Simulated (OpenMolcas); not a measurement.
**B: a chain of runs**

Wanted: a series of 9 runs (ROHF/cc-pVDZ, CASSCF(3,4)/cc-pVDZ, CASPT2(3,4)/cc-pVDZ, CASPT2[IPEA 0](3,4)/cc-pVDZ, SC-NEVPT2(3,4)/cc-pVDZ, PC-NEVPT2(3,4)/cc-pVDZ, MC-PDFT[tPBE](3,4)/cc-pVDZ, MC-PDFT[ftPBE](3,4)/cc-pVDZ, and more) of B. 

The results are computed with OpenMolcas 26.06.

88 further runs of the same task are left out: 88 set aside as unsound or not needed.

## Step 1: The energy at ROHF/cc-pVDZ (run 1)

Input file step1.input:

```
>>> EXPORT MOLCAS_PRINT=2

&gateway
  baslib=$CurrDir
  coord
  1
  bohr
  B      0.00000000     0.00000000     0.00000000
  basis=cc-pVDZ
  group=NoSym

&seward

&scf
  uhf
  spin=2
  prorbitals=0

&rasscf
  fileorb=$Project.UnaOrb
  spin=2
  nactel=1 0 0
  inactive=2
  ras2=1
  outorbitals=Canonical
  orblisting=Nothing
```

The basis set cc-pVDZ is read from a file made from the Basis Set Exchange's data (not shown).

Started as:

```
$ export MOLCAS_MEM=1860
$ pymolcas step1.input > step1.log
```

What it wrote:

```text
--- Start Module: gateway ---
[...]
--- Stop Module: gateway /rc=_RC_ALL_IS_WELL_ ---
[...]
      Basis functions           14
[...]
--- Start Module: scf ---
[...]
       Convergence after   7 Iterations
[...]
::    Total SCF energy                                -24.5299616244
[...]
      Total spin, S                                     0.5037193029
[...]
--- Stop Module: scf /rc=_RC_ALL_IS_WELL_ ---
--- Start Module: rasscf ---
[...]
      Number of active orbitals                  1
[...]
      Spin quantum number                      0.5
[...]
      Active orbitals                            1
[...]
      Number of CSFs                             1
[...]
      Number of root(s) required                 1
[...]
      Convergence after  7 iterations
[...]
      printout of CI-coefficients larger than  0.05 for root  1
      energy=     -24.526591
      conf/sym  1     Coeff  Weight
             1  u   1.00000 1.00000
      Natural orbitals and occupation numbers for root  1
      sym 1:   1.000000
      ************************************************************************************************************************
      *                                                    Final results                                                     *
[...]
::    RASSCF root number  1 Total energy:    -24.52659091
[...]
      Total electronic charge=    5.000000
      Total            charge=   -0.000000
[...]
      Dipole Moment (debye):
      Origin of the operator (angstrom)=    0.0000    0.0000    0.0000
                   X= -1.8602E-16               Y= -2.3774E-16               Z= -2.2232E-16           Total=  3.7490E-16
      Quadrupole Moment (debye*angstrom):
[...]
--- Stop Module: rasscf /rc=_RC_ALL_IS_WELL_ ---
[...]
```

Wall time 1.3 s (1 thread of AMD EPYC 9B45 (Zen 5), shared host); peak memory 0.37 GiB.

## Step 2: The B atom: the energy at CASSCF(3,4)/cc-pVDZ (run 2)

Input file step2.input:

```
* B CASSCF
&GATEWAY
BasLib
$CurrDir
Coord
1
bohr
B      0.00000000     0.00000000     0.00000000
Basis
cc-pVDZ
Group
NoSym
&SEWARD
&RASSCF
FileOrb
$CurrDir/step1.RasOrb
Spin
2
Nactel
3 0 0
Inactive
1
Ras2
4
OrbListing
Nothing
```

The basis set cc-pVDZ is read from a file made from the Basis Set Exchange's data (not shown).

Run the same way, it converges to -24.56036 Eh (log not shown).

## Step 3: The B atom: a single-point energy at CASPT2(3,4)/cc-pVDZ (run 3)

Input file step3.inp:

```
* B CASPT2
&GATEWAY
BASLIB = $CurrDir
COORD
1
bohr
B      0.00000000     0.00000000     0.00000000
BASIS = cc-pVDZ
GROUP = NoSym
&SEWARD
&RASSCF
FILEORB = $CurrDir/step2.RasOrb
SPIN = 2
NACTEL = 3 0 0
INACTIVE = 1
RAS2 = 4
ORBLISTING = Nothing
&CASPT2
IPEA = 0.25
IMAGINARY = 0.1
FROZEN = 1
```

The basis set cc-pVDZ is read from a file made from the Basis Set Exchange's data (not shown).

Run the same way, it converges to -24.58095 Eh (log not shown).

Runs 4 to 8 aren't shown in full; the table further down has their settings and results.

## Step 4: The B atom: a single-point energy at MRCI(3,4)/cc-pVDZ (run 9)

Input file step9.input:

```
* B MRCI
&GATEWAY
BasLib=$CurrDir
Coord
1
bohr
B      0.00000000     0.00000000     0.00000000
Basis=cc-pVDZ
Group=NoSym
&SEWARD
&RASSCF
FileOrb=$CurrDir/step2.RasOrb
Spin=2
Nactel=3 0 0
Inactive=1
Ras2=4
OrbListing=Nothing
&MOTRA
LumOrb
Frozen=1
&GUGA
Electrons=3
Spin=2
Inactive=0
Active=4
CIAll=1
&MRCI
SDCI
```

The basis set cc-pVDZ is read from a file made from the Basis Set Exchange's data (not shown).

Run the same way, it converges to -24.58985 Eh (log not shown).

## Step 5: All runs side by side

| run | level | active rule | inactive | energy (Eh) | dipole moment (D) of the reference | wall time |
| --- | --- | --- | --- | --- | --- | --- |
| 1 | ROHF/cc-pVDZ | – | – | -24.526591 | 0.00 | 1.3 s |
| 2 | CASSCF(3,4)/cc-pVDZ | full valence | 1 | -24.560360 | 0.00 | 1.1 s |
| 3 | CASPT2(3,4)/cc-pVDZ | full valence | 1 | -24.580946 | 0.00 | 1.1 s |
| 4 | CASPT2[IPEA 0](3,4)/cc-pVDZ | full valence | 1 | -24.584235 | 0.00 | 1.1 s |
| 5 | SC-NEVPT2(3,4)/cc-pVDZ | full valence | 1 | -24.581476 | 0.00 | 1.1 s |
| 6 | PC-NEVPT2(3,4)/cc-pVDZ | full valence | 1 | -24.581538 | 0.00 | 1.1 s |
| 7 | MC-PDFT[tPBE](3,4)/cc-pVDZ | full valence | 1 | -24.610646 | 0.00 | 1.2 s |
| 8 | MC-PDFT[ftPBE](3,4)/cc-pVDZ | full valence | 1 | -24.620541 | 0.00 | 1.1 s |
| 9 | MRCI(3,4)/cc-pVDZ | full valence | 1 | -24.589851 | 0.00 | 1.1 s |

## Step 6: Results

```
                                     quantity         value
                  B atom, run 9: total energy  -24.58985 Eh
B atom, run 9: dipole moment (CASSCF density)        0.00 D
```

What this shows: Below the ROHF energy at the same shape and in the same basis (cc-pVDZ): CASSCF(3,4) -33.8 mEh; CASPT2(3,4) -54.4 mEh; CASPT2[IPEA 0](3,4) -57.6 mEh; SC-NEVPT2(3,4) -54.9 mEh; PC-NEVPT2(3,4) -54.9 mEh; MRCI(3,4) -63.3 mEh. Active-space methods hold only the correlation inside their space unless a perturbation or CI step follows. All runs together took 10 s, the longest 1.3 s.
